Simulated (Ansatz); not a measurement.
Working through a comparison of functionals at one structure of HfB₂, space group P6/mmm

Program: Ansatz 0.2.0 through its Python package.

Typed at the interpreter:
```pycon
>>> import ansatz as az
>>> import numpy as np
>>> import pandas as pd
>>> vectors = np.array([
...     [3.14, 0.0, 0.0],
...     [-1.57, 2.71932, 0.0],
...     [0.0, 0.0, 3.48],
... ])
>>> crystal = (
...     az.Lattice.of(vectors)
...     .atom("Hf", (0.0, 0.0, 0.0))
...     .atom("B", (1 / 3, 2 / 3, 0.5))
...     .atom("B", (2 / 3, 1 / 3, 0.5))
... )
>>> [site.symbol for site in crystal.resolved().sites]
['Hf', 'B', 'B']
>>> job = (
...     crystal.calculation()
...     .pseudopotentials("paw")
...     .basis(20 * az.Ry, density_ratio=4)
...     .kpoints(spacing=0.23)
...     .occupations("Fermi-Dirac")  # smearing steadies the SCF of a metal
...     .scf(tolerance=1e-08, max_iterations=80, algorithm="direct_min")
... )
>>> rows = []
>>> for value in ["pbe", "pbesol", "revpbe", "r2scan", "rpbe"]:
...     summary = job.functional(value).run(threads=1, pin="off").report
...     rows.append((value, summary["free_energy_ev"] / len(summary["lattice"]["sites"]), summary["n_iterations"], summary["n_kpoints"]))
...
DeckWarning: basis.ecutwfc = 272.11386245988 eV is below the records' recommended 420 eV, and the density's cutoff is lower with it unless basis.ecutrho_ratio is high enough to keep the records' density cutoff: compare with a run at a higher cutoff
DeckWarning: basis.ecutrho_ratio = 4 (ecutrho = 1088.45544983952 eV) is below the records' recommended 1680 eV
DeckWarning: basis.ecutwfc = 272.11386245988 eV is below the records' recommended 500 eV, and the density's cutoff is lower with it unless basis.ecutrho_ratio is high enough to keep the records' density cutoff: compare with a run at a higher cutoff
DeckWarning: basis.ecutrho_ratio = 4 (ecutrho = 1088.45544983952 eV) is below the records' recommended 2000 eV
>>> table = pd.DataFrame(rows, columns=["functional", "F/atom (eV)", "iterations", "k-points"])
>>> table.round(5)
  functional  F/atom (eV)  iterations  k-points
0        pbe  -5345.21643           6        80
1     pbesol  -5302.01019           6        80
2     revpbe  -5348.67951           6        80
3     r2scan  -5349.58782           6        80
4       rpbe  -5350.06151           6        80
```

Caveats:
- The cutoff lies under the one recommended for these potentials.
- Spin is left out of this run.
- The mesh is modest for a metal, so energies can be off by several to tens of meV an atom and pressures by half a GPa or more; differences at equal mesh fare better.
- Spin-orbit coupling, which matters for elements this heavy, is left out.
- The structure is a deposited one; some such entries were measured under pressure or heat, so a shift against it needn't be the functional's error alone.
- Warnings are shown shortened and without file and line.
- Total energies of different functionals can't be compared; pressures, moments and gaps at this one structure can.
- Hardware and time: 33 s on 1 thread of Intel(R) Xeon(R) Processor @ 2.30GHz, with other jobs on the host, peak memory 0.62 GiB.
